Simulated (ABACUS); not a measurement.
Runs of ABACUS 3.10.1 on HfIn4SiO6. The structure is trigonal, space group P312 (No. 149). Conventional cell: a = 5.277 Å, b = 5.277 Å, c = 10.559 Å, α = 90.00°, β = 90.00°, γ = 120.00°. Around Hf (site symmetry 32) lie 6 O at 2.10 Å. Around In (site symmetry 3) lie 3 O at 2.62 Å. In (site symmetry 3) is surrounded by 3 O at 2.32 Å. Si (site symmetry 32) has 6 O at 1.83 Å as nearest neighbours. Around O (site symmetry 1) lie 1 Si at 1.83 Å and 1 Hf at 2.10 Å. The cell was built by a generator and needn't be a form met in nature.

```csv
task,level,potentials or basis,cell,k mesh,cutoff (eV),SCF threshold on the density,eigensolver,symmetry key,threshold of the eigensolver,path,gap on the mesh (eV),pressure (GPa),largest force (eV/Å)
single point,PBE,"PseudoDojo NC SR 0.4.1 PBE standard, DZP LCAO (the cutoffs set its grid)",as given,6 × 6 × 3,1361,1e-07,genelpa,1,-,-,(b),1.1,0.20
single point,PBE,"SG15 ONCV 1.2 PBE, plane waves",as given,4 × 4 × 2,1143,1e-08,dav,1,-,-,0.34,0.1,0.05
single point,LDA,"PseudoDojo NC SR 0.4.1 LDA stringent, plane waves",as given,4 × 4 × 2,1796,1e-08,dav,1,-,-,0.38,-5.7,(a)
single point,PBEsol,"PseudoDojo NC SR 0.5 PBE standard, plane waves",as given,4 × 4 × 2,1143,1e-08,dav,1,-,-,0.34,-3.0,(c)
relaxation of cell and atoms,PBE,"SG15 ONCV 1.2 PBE, plane waves",relaxed,4 × 4 × 2,1143,1e-08,dav,1,-,-,0.34,0.1,0.01
```

Alike in all rows: no spin polarisation; smearing fermi-dirac 0.05 eV.

**Question.** Fill in the values left out.

**Answer.** (a) 0.56; (b) 0.10; (c) 0.30.

Caveats: spin-orbit coupling is left out, which moves the levels of the heavy elements; the atomic orbitals were generated for these runs and aren't a published set (some runs); an odd mesh through Γ misses points on the zone boundary, where band edges often lie (some runs); the basis of atomic orbitals isn't converged, which shifts pressures, moduli and gaps (some runs); there are fewer bands than atomic start orbitals, so a level may be missed at k points of high symmetry (some runs); the potentials were made for another functional, which shifts forces and pressure (some runs).

A k mesh can miss the band edges, and the runs leave out spin-orbit coupling on Hf, In.

Not every run made on this cell is shown here.
